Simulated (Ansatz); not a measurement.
This script for Ansatz 0.2.0, Python API starts 8 runs on AlH5OSSi, SMILES O[SiH2][AlH][SH]. What input does the engine get in each?

`scan_alh5ossi.py`
```python
"""Potential curve of AlH5OSSi along one bond."""

import logging
import sys

import ansatz as az
import numpy as np

logging.basicConfig(stream=sys.stdout, format="%(levelname)s %(message)s")
logger = logging.getLogger("alh5ossi")
logger.setLevel(logging.INFO)


def main() -> None:
    geometry = (
        az.Crystal.molecule()
        .atom("O", [0.1929, 1.9822, -0.4312])
        .atom("Si", [0.2916, 0.9369, 0.8753])
        .atom("Al", [-0.5841, -1.1727, 0.2421])
        .atom("S", [0.4349, -2.2704, -1.5026])
        .atom("H", [0.7361, 1.6449, -1.1623])
        .atom("H", [1.7123, 0.8254, 1.2456])
        .atom("H", [-0.4401, 1.4553, 2.028])
        .atom("H", [-1.736, -1.797, 1.052])
        .atom("H", [-0.5191, -1.6511, -2.3641])
    )

    symbols = [site.symbol for site in geometry.cartesian_sites]
    start = np.array([site.position_ang for site in geometry.cartesian_sites])
    axis = (start[7] - start[2]) / np.linalg.norm(start[7] - start[2])
    moving = [7]
    lengths, energies = [1.355, 1.417, 1.479, 1.54, 1.602, 1.664, 1.725, 1.818], []
    for length in lengths:
        xyz = start.copy()
        xyz[moving] += (length - np.linalg.norm(start[7] - start[2])) * axis
        point = az.Crystal.molecule()
        for symbol, place in zip(symbols, xyz):
            point = point.atom(symbol, place.tolist())
        calc = point.calculation().basis(gaussian="def2-SVP").functional("hf")
        data = calc.run(threads=1, pin="off").report
        energies.append(data["free_energy_ev"])
        logger.info(f"r = {length:6.3f} A  E = {energies[-1]:.5f} eV  <S^2> = {abs(data['mean_field']['state']['spin_squared']):.3f}")

    # quartic fit about the minimum
    fit = np.polynomial.Polynomial.fit(lengths, np.array(energies) - min(energies), 4).convert()
    roots = [r.real for r in fit.deriv().roots() if abs(r.imag) < 1e-9 and fit.deriv(2)(r.real) > 0]
    r_e = min(roots, key=lambda r: abs(r - lengths[int(np.argmin(energies))]))
    logger.info(f"minimum of the fit at {r_e:.4f} A, force constant {fit.deriv(2)(r_e):.2f} eV/A^2")


if __name__ == "__main__":
    main()
```

Run 1:
```yaml
crystal:
  periodic: [false, false, false]
  atoms:
    - { symbol: O, position_ang: [0.1929, 1.9822, -0.4312] }
    - { symbol: Si, position_ang: [0.2916, 0.9369, 0.8753] }
    - { symbol: Al, position_ang: [-0.5841, -1.1727, 0.2421] }
    - { symbol: S, position_ang: [0.4349, -2.2704, -1.5026] }
    - { symbol: H, position_ang: [0.7361, 1.6449, -1.1623] }
    - { symbol: H, position_ang: [1.7123, 0.8254, 1.2456] }
    - { symbol: H, position_ang: [-0.4401, 1.4553, 2.028] }
    - { symbol: H, position_ang: [-1.5974168823896913, -1.7218915354422122, 0.9545623170825688] }
    - { symbol: H, position_ang: [-0.5191, -1.6511, -2.3641] }
basis:
  gaussian:
    orbitals: def2-SVP
hamiltonian:
  xc: hf
```

Run 2, against run 1:
```diff
-    - { symbol: H, position_ang: [-1.5974168823896913, -1.7218915354422122, 0.9545623170825688] }
+    - { symbol: H, position_ang: [-1.6437826733182233, -1.7470205946284978, 0.9871620688605166] }
```

Run 3, against run 1:
```diff
-    - { symbol: H, position_ang: [-1.5974168823896913, -1.7218915354422122, 0.9545623170825688] }
+    - { symbol: H, position_ang: [-1.6901484642467552, -1.7721496538147836, 1.0197618206384644] }
```

Run 4, against run 1:
```diff
-    - { symbol: H, position_ang: [-1.5974168823896913, -1.7218915354422122, 0.9545623170825688] }
+    - { symbol: H, position_ang: [-1.7357664198377303, -1.796873405594839, 1.0518357699683807] }
```

Run 5, against run 1:
```diff
-    - { symbol: H, position_ang: [-1.5974168823896913, -1.7218915354422122, 0.9545623170825688] }
+    - { symbol: H, position_ang: [-1.7821322107662623, -1.8220024647811246, 1.0844355217463286] }
```

Run 6, against run 1:
```diff
-    - { symbol: H, position_ang: [-1.5974168823896913, -1.7218915354422122, 0.9545623170825688] }
+    - { symbol: H, position_ang: [-1.828498001694794, -1.8471315239674102, 1.1170352735242763] }
```

Run 7, against run 1:
```diff
-    - { symbol: H, position_ang: [-1.5974168823896913, -1.7218915354422122, 0.9545623170825688] }
+    - { symbol: H, position_ang: [-1.8741159572857693, -1.8718552757474656, 1.1491092228541928] }
```

Run 8, against run 1:
```diff
-    - { symbol: H, position_ang: [-1.5974168823896913, -1.7218915354422122, 0.9545623170825688] }
+    - { symbol: H, position_ang: [-1.9436646436785672, -1.909548864526894, 1.1980088505211144] }
```

```console
$ python scan_alh5ossi.py
INFO r =  1.355 A  E = -27370.16030 eV  <S^2> = 0.000
INFO r =  1.417 A  E = -27370.42044 eV  <S^2> = 0.000
INFO r =  1.479 A  E = -27370.57663 eV  <S^2> = 0.000
INFO r =  1.540 A  E = -27370.64955 eV  <S^2> = 0.000
INFO r =  1.602 A  E = -27370.65868 eV  <S^2> = 0.000
INFO r =  1.664 A  E = -27370.61633 eV  <S^2> = 0.000
INFO r =  1.725 A  E = -27370.53549 eV  <S^2> = 0.000
INFO r =  1.818 A  E = -27370.35679 eV  <S^2> = 0.000
INFO minimum of the fit at 1.5800 A, force constant 14.53 eV/A^2
```

What to keep in mind:
- Total energies depend on the basis set; only differences at equal settings carry meaning.
- The rest of the molecule is held rigid at a force-field or estimated start geometry, and the basis set is modest; single-reference methods fail as a bond breaks.
- Hartree-Fock leaves correlation out, so bond, atomisation and ionisation energies come out well too low.
- The orbitals are restricted, so S² is zero by construction.
- Run time: 9.1 s on 1 thread of Arm Neoverse V1, on a shared host, peak memory 0.23 GiB.
